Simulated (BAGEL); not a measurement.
# HF/6-31G(d) (density fitting with qzvpp-jkfit, spherical functions) run of C2H4Ge (SMILES [H][Ge]([H])([H])[C]#C)

What is the energy change on altering one bond length of C2H4Ge at HF/6-31G* (density fitting with qzvpp-jkfit, spherical functions)? 

Program for the calculation: BAGEL 1.2.2.

26 further runs of the same task are left out: 9 that didn't finish, 17 set aside as unsound or not needed.

## 1. The structure to begin with

C2H4Ge: 7 atoms, total charge 0, spin state singlet. SMILES: `[H][Ge]([H])([H])[C]#C`. Geometry: a GFN2-xTB relaxation, a rough one for these elements and not checked as a minimum.

Bond lengths: Ge1–C2 1.890 Å, C2–C3 1.203 Å, C3–H4 1.053 Å, Ge1–H5 1.491 Å, Ge1–H6 1.490 Å, Ge1–H7 1.490 Å. Angles: Ge1–C2–C3 179.4°, C2–Ge1–H5 108.9°, C2–Ge1–H6 109.0°, C2–Ge1–H7 108.7°, C2–C3–H4 179.5°, H5–Ge1–H6 110.0°, H5–Ge1–H7 110.1°, H6–Ge1–H7 110.1°.

## 2. A single-point energy at HF/6-31G(d) (density fitting with qzvpp-jkfit, spherical functions)

Input file calc.json:

```json
{ "bagel": [

{
  "title": "molecule",
  "basis": "6-31gs.json",
  "df_basis": "qzvpp-jkfit",
  "angstrom": "true",
  "geometry": [
    { "atom": "Ge", "xyz": [       0.003400,       0.010060,      -1.097620 ] },
    { "atom": "C", "xyz": [      -0.003950,       0.001180,       0.792420 ] },
    { "atom": "C", "xyz": [      -0.008540,      -0.017800,       1.995170 ] },
    { "atom": "H", "xyz": [      -0.007790,      -0.026800,       3.048120 ] },
    { "atom": "H", "xyz": [       1.415910,       0.016470,      -1.573760 ] },
    { "atom": "H", "xyz": [      -0.703620,       1.229710,      -1.579890 ] },
    { "atom": "H", "xyz": [      -0.695410,      -1.212820,      -1.584440 ] }
  ]
},

{ "title": "hf" },

{ "title": "print", "file": "orbitals.molden", "orbitals": "true" }

]}
```

The basis set 6-31G* is read from a file made from the Basis Set Exchange's data (not shown).

Launch:

```
$ BAGEL_NUM_THREADS=1 BAGEL calc.json > calc.out
```

The log of the run:

```text
* using 1 threads per process

  ===============================================================
  ===============================================================

  *** Geometry ***

  { "atom" : "Ge", "xyz" : [      0.006425,      0.019011,     -2.074201 ] },
  { "atom" : "C", "xyz" : [     -0.007464,      0.002230,      1.497457 ] },
  { "atom" : "C", "xyz" : [     -0.016138,     -0.033637,      3.770325 ] },
  { "atom" : "H", "xyz" : [     -0.014721,     -0.050645,      5.760112 ] },
  { "atom" : "H", "xyz" : [      2.675682,      0.031124,     -2.973975 ] },
  { "atom" : "H", "xyz" : [     -1.329649,      2.323815,     -2.985559 ] },
  { "atom" : "H", "xyz" : [     -1.314134,     -2.291898,     -2.994158 ] },

  Number of auxiliary basis functions:      488

  Since a DF basis is specified, we compute 2- and 3-index integrals:
    o Being stored without compression. Storage requirement is 0.018 GB

  Number of basis functions:       68
  Number of electrons      :       48

    * METHOD: MOLECULE                             0.22

  *** RHF ***

  === Nuclear Repulsion ===
   151.9464911245

      * DIIS with orbital gradients will be used.

  === RHF iteration (6-31gs.json) ===
      0      -2152.98364503          0.01389389           0.05
      1      -2153.05042916          0.00502565           0.05
      2      -2153.05823781          0.00139799           0.05
      3      -2153.05896123          0.00046623           0.05
      4      -2153.05901849          0.00007055           0.05
      5      -2153.05902046          0.00003146           0.05
      6      -2153.05902075          0.00000724           0.05
      7      -2153.05902078          0.00000137           0.05
      8      -2153.05902078          0.00000038           0.05
      9      -2153.05902078          0.00000014           0.05
     10      -2153.05902078          0.00000006           0.05
     11      -2153.05902078          0.00000002           0.05
     12      -2153.05902078          0.00000001           0.05
    * SCF iteration converged.

    * Permanent dipole moment:
           (   -0.001541,     0.001107,    -0.017886) a.u.

    * METHOD: HF                                   0.80

    * METHOD: PRINT                                0.01

  ===============================================================
```

It took 1.2 s on 1 thread of Intel Xeon Platinum 8488C (Sapphire Rapids), shared host; peak memory 0.1 GiB.

## 3. The distorted shape at the same level

Input file job.json:

```json
{ "bagel" : [

{
  "title" : "molecule",
  "basis" : "6-31gs.json",
  "df_basis" : "qzvpp-jkfit",
  "angstrom" : "true",
  "geometry" : [
    { "atom" : "Ge", "xyz" : [    0.008908,    0.032836,   -2.540921 ] },
    { "atom" : "C", "xyz" : [    0.001558,    0.023956,   -0.650881 ] },
    { "atom" : "C", "xyz" : [   -0.008540,   -0.017800,    1.995170 ] },
    { "atom" : "H", "xyz" : [   -0.007790,   -0.026800,    3.048120 ] },
    { "atom" : "H", "xyz" : [    1.421418,    0.039246,   -3.017061 ] },
    { "atom" : "H", "xyz" : [   -0.698112,    1.252486,   -3.023191 ] },
    { "atom" : "H", "xyz" : [   -0.689902,   -1.190044,   -3.027741 ] }
  ]
},
{ "title" : "hf" },
{ "title" : "print", "file" : "orbitals.molden", "orbitals" : "true" }

]}
```

The basis set 6-31G* is read from a file made from the Basis Set Exchange's data (not shown).

Launch:

```
$ BAGEL_NUM_THREADS=1 BAGEL job.json > job.out
```

The log of the run:

```text
* using 1 threads per process

  ===============================================================
  ===============================================================

  *** Geometry ***

  { "atom" : "Ge", "xyz" : [      0.016834,      0.062051,     -4.801645 ] },
  { "atom" : "C", "xyz" : [      0.002944,      0.045270,     -1.229987 ] },
  { "atom" : "C", "xyz" : [     -0.016138,     -0.033637,      3.770325 ] },
  { "atom" : "H", "xyz" : [     -0.014721,     -0.050645,      5.760112 ] },
  { "atom" : "H", "xyz" : [      2.686091,      0.074164,     -5.701419 ] },
  { "atom" : "H", "xyz" : [     -1.319240,      2.366856,     -5.713003 ] },
  { "atom" : "H", "xyz" : [     -1.303726,     -2.248857,     -5.721601 ] },

  Number of auxiliary basis functions:      488

  Since a DF basis is specified, we compute 2- and 3-index integrals:
    o Being stored without compression. Storage requirement is 0.018 GB

  Number of basis functions:       68
  Number of electrons      :       48

    * METHOD: MOLECULE                             0.22

  *** RHF ***

  === Nuclear Repulsion ===
   130.5267226921

      * DIIS with orbital gradients will be used.

  === RHF iteration (6-31gs.json) ===
      0      -2152.50115735          0.00986807           0.05
      1      -2152.51718575          0.00895770           0.05
      2      -2152.56043487          0.00296055           0.05
      3      -2152.56675652          0.00045083           0.05
      4      -2152.56697990          0.00021293           0.05
      5      -2152.56701390          0.00007583           0.05
      6      -2152.56701983          0.00002293           0.05
      7      -2152.56702045          0.00000613           0.05
      8      -2152.56702053          0.00000342           0.05
      9      -2152.56702055          0.00000235           0.05
     10      -2152.56702057          0.00000161           0.05
     11      -2152.56702058          0.00000089           0.05
     12      -2152.56702059          0.00000040           0.05
     13      -2152.56702059          0.00000025           0.05
     14      -2152.56702059          0.00000018           0.05
     15      -2152.56702059          0.00000013           0.05
     16      -2152.56702059          0.00000010           0.05
     17      -2152.56702059          0.00000010           0.05
     18      -2152.56702059          0.00000010           0.05
     19      -2152.56702059          0.00000010           0.05
     20      -2152.56702059          0.00000010           0.05
     21      -2152.56702059          0.00000010           0.05
     22      -2152.56702059          0.00000010           0.05
     23      -2152.56702059          0.00000010           0.05
     24      -2152.56702059          0.00000010           0.05
     25      -2152.56702059          0.00000010           0.05
     26      -2152.56702059          0.00000010           0.05
     27      -2152.56702059          0.00000010           0.05
     28      -2152.56702059          0.00000010           0.05
     29      -2152.56702059          0.00000010           0.05
     30      -2152.56702059          0.00000009           0.05
     31      -2152.56702059          0.00000009           0.05
     32      -2152.56702060          0.00000009           0.05
     33      -2152.56702061          0.00000009           0.05
     34      -2152.56702062          0.00000009           0.05
     35      -2152.56702062          0.00000009           0.05
     36      -2152.56702062          0.00000008           0.05
     37      -2152.56702062          0.00000009           0.05
     38      -2152.56702064          0.00000018           0.05
     39      -2152.56702065          0.00000021           0.05
     40      -2152.56702063          0.00000009           0.05
     41      -2152.56702065          0.00000005           0.05
     42      -2152.56702065          0.00000025           0.05
     43      -2152.56702065          0.00000022           0.05
     44      -2152.56702065          0.00000007           0.05
     45      -2152.56702065          0.00000010           0.05
     46      -2152.56702065          0.00000003           0.05
     47      -2152.56702065          0.00000002           0.05
     48      -2152.56702065          0.00000002           0.05
     49      -2152.56702065          0.00000002           0.05
     50      -2152.56702065          0.00000002           0.05
     51      -2152.56702065          0.00000002           0.05
     52      -2152.56702065          0.00000001           0.05
     53      -2152.56702065          0.00000001           0.05
     54      -2152.56702065          0.00000001           0.05
     55      -2152.56702065          0.00000001           0.05
     56      -2152.56702065          0.00000001           0.05
     57      -2152.56702065          0.00000001           0.05
     58      -2152.56702065          0.00000001           0.05
     59      -2152.56702065          0.00000001           0.05
    * SCF iteration converged.

    * Permanent dipole moment:
           (    0.000709,     0.032039,    -0.346861) a.u.

    * METHOD: HF                                   3.01

    * METHOD: PRINT                                0.01

  ===============================================================
```

Wall time 3.6 s (1 thread of Intel Xeon Platinum 8488C (Sapphire Rapids), shared host); peak memory 0.1 GiB.

## 4. What came out

At HF/6-31G* (density fitting with qzvpp-jkfit, spherical functions):

| quantity | value |
| --- | --- |
| first shape: total energy | -2153.05902 Eh |
| first shape: dipole moment | 0.05 D |
| first shape: HOMO energy | -10.65 eV |
| first shape: LUMO energy | 4.04 eV |
| first shape: HOMO–LUMO gap | 14.68 eV |
| distorted shape: total energy | -2152.56702 Eh |
| distorted shape: dipole moment | 0.89 D |
| distorted shape: HOMO energy | -5.95 eV |
| distorted shape: LUMO energy | -0.34 eV |
| distorted shape: HOMO–LUMO gap | 5.61 eV |
| energy change with the C2–C3 bond stretched from 1.203 to 2.646 Å | 13.388 eV |

In words: One bond (distorted shape) is far stretched, which a spin-restricted single reference describes badly; a broken-symmetry solution may lie lower. With the C2–C3 bond stretched from 1.203 to 2.646 Å the energy rises by 13.39 eV (1292 kJ/mol). The first shape isn't relaxed at this level, so the change isn't measured from a minimum. A restricted reference can't describe the breaking bond well at this length.
